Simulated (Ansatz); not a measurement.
Run this with the Python package of Ansatz (0.2.0) and show what comes out.

Script `bend.py`:
```python
"""Bending curve of AlH4NSe."""

import ansatz as az
from ase import Atoms


def main() -> None:
    atoms = Atoms(["N", "Al", "Se", "H", "H", "H", "H"], positions=[
        (-1.1708, 0.6524, -0.7194),
        (-0.2425, -0.1054, 0.6992),
        (1.5533, -1.586, 0.2043),
        (-1.5157, -0.0736, -1.3201),
        (-0.5256, 1.2086, -1.335),
        (-0.6287, 0.2367, 2.2132),
        (2.5912, -0.4008, 0.2122),
    ])

    # start the scan from a relaxed geometry
    first = (
        az.Crystal.molecule_from_ase(atoms).calculation()
        .basis(gaussian="def2-SVP")
        .functional("r2scan", dispersion="d3bj")
        .relax(force_tolerance=0.02, max_steps=80)
    )
    atoms.positions = first.run(threads=1, backend="cpu").report["positions_ang"]

    rows = []
    for angle in [90, 100, 110, 120, 135, 150, 165, 179]:
        bent = atoms.copy()
        bent.set_angle(1, 2, 6, angle, indices=[6])
        job = (
            az.Crystal.molecule_from_ase(bent).calculation()
            .basis(gaussian="def2-SVP")
            .functional("r2scan", dispersion="d3bj")
        )
        rows.append((angle, job.run(threads=1, backend="cpu").report["free_energy_ev"]))
    floor = min(e for _, e in rows)
    for angle, e in rows:
        print(f"angle Al1-Se2-H6 = {angle:3d} deg   {1000 * (e - floor):9.1f} meV")


if __name__ == "__main__":
    main()
```

```console
$ python bend.py
DeckWarning: the engine holds no damping parameters fitted to this dispersion correction and functional, so the run takes those fitted to r2scan beside the three-body term, which d3bj leaves out (hamiltonian.dispersion, under Limitations)
angle Al1-Se2-H6 =  90 deg         0.0 meV
angle Al1-Se2-H6 = 100 deg        30.8 meV
angle Al1-Se2-H6 = 110 deg       137.7 meV
angle Al1-Se2-H6 = 120 deg       312.1 meV
angle Al1-Se2-H6 = 135 deg       667.7 meV
angle Al1-Se2-H6 = 150 deg      1065.9 meV
angle Al1-Se2-H6 = 165 deg      1392.8 meV
angle Al1-Se2-H6 = 179 deg      1521.4 meV
```
(Warnings from the package without file and line.)

Notes:
- The scan is rigid, and the energies are electronic, in a modest basis. The zero is the lowest point of the grid, which needn't be the minimum.
- A dispersion term here runs with damping parameters fitted for another variant or functional.
- The whole script took 64 s on 1 thread of Intel(R) Xeon(R) Platinum 8488C (Sapphire Rapids) (shared host), peak memory 0.22 GiB.

(Lines on the test bed's own set-up are left out of the output.)
